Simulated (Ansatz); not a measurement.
This script for the Python package of Ansatz (0.2.0) starts 6 runs on CH4Ge, SMILES [CH3][GeH]. What input does the engine get in each?

Script `field_ch4ge.py`:
```python
"""Response of CH4Ge to a pair of distant point charges."""

import ansatz as az
import numpy as np


def main() -> None:
    ch4ge = (
        az.Crystal.molecule()
        .atom("C", (-0.0717, -0.4574, -0.4196))
        .atom("Ge", (0.7359, 0.2977, 1.1597))
        .atom("H", (-1.2484, -0.4672, -0.2798))
        .atom("H", (0.349, -1.4168, -0.6455))
        .atom("H", (0.0919, 0.2454, -1.3117))
        .atom("H", (0.1854, 1.7343, 1.4506))
    )

    job = ch4ge.calculation()
    job = job.basis(gaussian="def2-SVP").functional("PBE0", dispersion="d3bj")
    job = job.forces()
    # charges +q and -q at -R and +R make a nearly even field 2 k q / R^2 at the centre
    centre = np.mean([site.position_ang for site in ch4ge.cartesian_sites], axis=0)
    field = 2 * 14.399645 * 3.0 / 25.0 ** 2


    def dipole(axis, sign):
        arm = 25.0 * np.eye(3)[axis]
        pair = [{"charge": sign * 3.0, "position_ang": (centre - arm).tolist()}, {"charge": -sign * 3.0, "position_ang": (centre + arm).tolist()}]
        deck = job.input().set(az.key.basis.gaussian.point_charges, pair)
        return np.array(az.Session.from_dict(deck).plan().execute().report["charge_distribution"]["dipole_moment_e_ang"])


    print(f"field {field:.4f} V/A")
    alpha = np.array([(dipole(axis, 1) - dipole(axis, -1)) / (2 * field) * 14.399645 for axis in range(3)])
    print("polarisability tensor (A^3)")
    print(np.array2string(alpha, precision=3, suppress_small=True))
    print(f"mean {np.trace(alpha) / 3:.3f} A^3 = {np.trace(alpha) / 3 / 0.14818471:.2f} bohr^3")


if __name__ == "__main__":
    main()
```

Run 1:
```yaml
crystal:
  periodic: [false, false, false]
  atoms:
    - { symbol: C, position_ang: [-0.0717, -0.4574, -0.4196] }
    - { symbol: Ge, position_ang: [0.7359, 0.2977, 1.1597] }
    - { symbol: H, position_ang: [-1.2484, -0.4672, -0.2798] }
    - { symbol: H, position_ang: [0.349, -1.4168, -0.6455] }
    - { symbol: H, position_ang: [0.0919, 0.2454, -1.3117] }
    - { symbol: H, position_ang: [0.1854, 1.7343, 1.4506] }
basis:
  gaussian:
    orbitals: def2-SVP
    point_charges:
      - { charge: 3.0, position_ang: [-24.992983333333335, -0.010666666666666713, -0.007716666666666705] }
      - { charge: -3.0, position_ang: [25.007016666666665, -0.010666666666666713, -0.007716666666666705] }
hamiltonian:
  xc: pbe0
  dispersion: d3bj
output:
  forces: true
```

Run 2, against run 1:
```diff
-      - { charge: 3.0, position_ang: [-24.992983333333335, -0.010666666666666713, -0.007716666666666705] }
-      - { charge: -3.0, position_ang: [25.007016666666665, -0.010666666666666713, -0.007716666666666705] }
+      - { charge: -3.0, position_ang: [-24.992983333333335, -0.010666666666666713, -0.007716666666666705] }
+      - { charge: 3.0, position_ang: [25.007016666666665, -0.010666666666666713, -0.007716666666666705] }
```

Run 3, against run 1:
```diff
-      - { charge: 3.0, position_ang: [-24.992983333333335, -0.010666666666666713, -0.007716666666666705] }
-      - { charge: -3.0, position_ang: [25.007016666666665, -0.010666666666666713, -0.007716666666666705] }
+      - { charge: 3.0, position_ang: [0.007016666666666671, -25.010666666666665, -0.007716666666666705] }
+      - { charge: -3.0, position_ang: [0.007016666666666671, 24.989333333333335, -0.007716666666666705] }
```

Run 4, against run 1:
```diff
-      - { charge: 3.0, position_ang: [-24.992983333333335, -0.010666666666666713, -0.007716666666666705] }
-      - { charge: -3.0, position_ang: [25.007016666666665, -0.010666666666666713, -0.007716666666666705] }
+      - { charge: -3.0, position_ang: [0.007016666666666671, -25.010666666666665, -0.007716666666666705] }
+      - { charge: 3.0, position_ang: [0.007016666666666671, 24.989333333333335, -0.007716666666666705] }
```

Run 5, against run 1:
```diff
-      - { charge: 3.0, position_ang: [-24.992983333333335, -0.010666666666666713, -0.007716666666666705] }
-      - { charge: -3.0, position_ang: [25.007016666666665, -0.010666666666666713, -0.007716666666666705] }
+      - { charge: 3.0, position_ang: [0.007016666666666671, -0.010666666666666713, -25.007716666666667] }
+      - { charge: -3.0, position_ang: [0.007016666666666671, -0.010666666666666713, 24.992283333333333] }
```

Run 6, against run 1:
```diff
-      - { charge: 3.0, position_ang: [-24.992983333333335, -0.010666666666666713, -0.007716666666666705] }
-      - { charge: -3.0, position_ang: [25.007016666666665, -0.010666666666666713, -0.007716666666666705] }
+      - { charge: -3.0, position_ang: [0.007016666666666671, -0.010666666666666713, -25.007716666666667] }
+      - { charge: 3.0, position_ang: [0.007016666666666671, -0.010666666666666713, 24.992283333333333] }
```

Output of `python field_ch4ge.py`:
```text
field 0.1382 V/A
polarisability tensor (A^3)
[[ 5.623 -0.043  0.517]
 [-0.059  6.53   0.994]
 [ 0.52   0.976  6.527]]
mean 6.227 A^3 = 42.02 bohr^3
```

Notes:
- The geometry is a force-field or estimated start, not a minimum of this method, and the basis set is short of its limit. The field of two point charges is only nearly even.
- Without diffuse functions polarisabilities are unreliable, as a rule too low, and they change with the bond lengths of this unrelaxed start.
- Run time: 11 s on 1 thread of Arm Neoverse V1, with other jobs on the host, peak memory 0.19 GiB.
